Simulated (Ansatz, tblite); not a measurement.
# The cluster AsSe9−: a ladder of methods and basis sets

Aim: run the singlet of the cluster AsSe9− at one geometry on many levels, and compare frontier levels, spin and run time.

Method: as each input shows; program: Ansatz 0.2.0, Gaussian basis.

The runs, in order: GFN1-xTB, GFN2-xTB, PBE-D4/def2-SVP, r2SCAN-D4/def2-SVP, PBE-D4/def2-SVPD, HF/STO-3G, HF/6-31G, B3LYP-D4/6-31G.

8 further runs of the same task are left out: 7 that didn't finish, 1 set aside as unsound or not needed. Runs told in other sessions of the task aren't counted.

### Step 1. The relaxed structure

The singlet was relaxed beforehand with PBE-D4/def2-SVP. At that level it is the lowest of the isomers that a small search found.

10 atoms, charge -1, spin multiplicity 1.

Bond lengths: As1–Se2 2.271 Å, As1–Se3 2.576 Å, As1–Se4 2.507 Å, Se3–Se10 2.329 Å, Se4–Se5 2.340 Å, Se5–Se8 2.384 Å, Se6–Se7 2.403 Å, Se6–Se8 2.378 Å, Se7–Se9 2.426 Å, Se9–Se10 2.372 Å. Angles: Se2–As1–Se3 105.7°, Se2–As1–Se4 91.8°, Se3–As1–Se4 95.6°, As1–Se3–Se10 98.7°, As1–Se4–Se5 111.2°, Se4–Se5–Se8 107.3°, Se7–Se6–Se8 100.3°, Se6–Se7–Se9 105.4°, Se5–Se8–Se6 107.2°, Se7–Se9–Se10 104.8°, Se3–Se10–Se9 105.0°.

The ion is computed in the gas phase, without counter-ions or solvent.

PBE0-D4/def2-SVP was run before; its log isn't repeated, and its numbers join the tables.

### Step 2. GFN1-xTB

Tight binding, by tblite at 300 K electronic temperature and without a spin-polarisation term:

```python
tblite.interface.Calculator('GFN1-xTB', numbers, positions, charge=-1, uhf=0).singlepoint()
```

Energy -895.0967 eV, HOMO -4.60 eV, LUMO -2.71 eV; 0.019 s.

### Step 3. GFN2-xTB

Tight binding, by tblite at 300 K electronic temperature and without a spin-polarisation term:

```python
tblite.interface.Calculator('GFN2-xTB', numbers, positions, charge=-1, uhf=0).singlepoint()
```

Energy -858.2336 eV, HOMO -6.84 eV, LUMO -5.33 eV; 0.028 s.

### Step 4. PBE-D4/def2-SVP

start.molden holds the orbitals of an earlier run on this state, given as this run's starting guess.

File in.yaml:

```yaml
crystal:
  periodic: [false, false, false]
  atoms:
    - {symbol: As, position_ang: [-2.265800, 1.786830, 0.328613]}
    - {symbol: Se, position_ang: [-2.948219, 0.104174, 1.692976]}
    - {symbol: Se, position_ang: [0.198754, 2.220412, 0.938457]}
    - {symbol: Se, position_ang: [-1.778331, 0.184726, -1.536587]}
    - {symbol: Se, position_ang: [0.089913, 0.866411, -2.769723]}
    - {symbol: Se, position_ang: [2.398611, -1.952273, -1.582546]}
    - {symbol: Se, position_ang: [1.932522, -2.588231, 0.687720]}
    - {symbol: Se, position_ang: [2.019481, 0.391726, -1.452589]}
    - {symbol: Se, position_ang: [-0.150147, -1.480175, 1.253259]}
    - {symbol: Se, position_ang: [0.503206, 0.466400, 2.440419]}
basis:
  gaussian: {orbitals: def2-SVP, initial_orbitals: start.molden}
total_charge: -1
hamiltonian: {xc: pbe, dispersion: d4}
scf: {omitted_lower_state_checks: [starts]}
output: {forces: true, orbitals: {seedname: orbitals}}
```

Run with:

```sh
$ ansatz run in.yaml --threads 4 --pin off --events-out ev --progress --plain --max-ram 6963MiB
```

After this run come: r2SCAN-D4/def2-SVP; PBE-D4/def2-SVPD; HF/STO-3G; HF/6-31G; B3LYP-D4/6-31G.

**Question.** What will the summary of the whole plan be? Wanted: gap in def2-SVP, named functionals, smallest and largest.

**Answer**, as computed:

| quantity | value |
| --- | --- |
| gap in def2-SVP, named functionals, smallest and largest | 1.84 eV (PBE-D4), 3.31 eV (PBE0-D4) |

**Reading.** Orbital gaps of the named functionals in def2-SVP span 1.84 eV (PBE-D4) to 3.31 eV (PBE0-D4); exact exchange widens it.
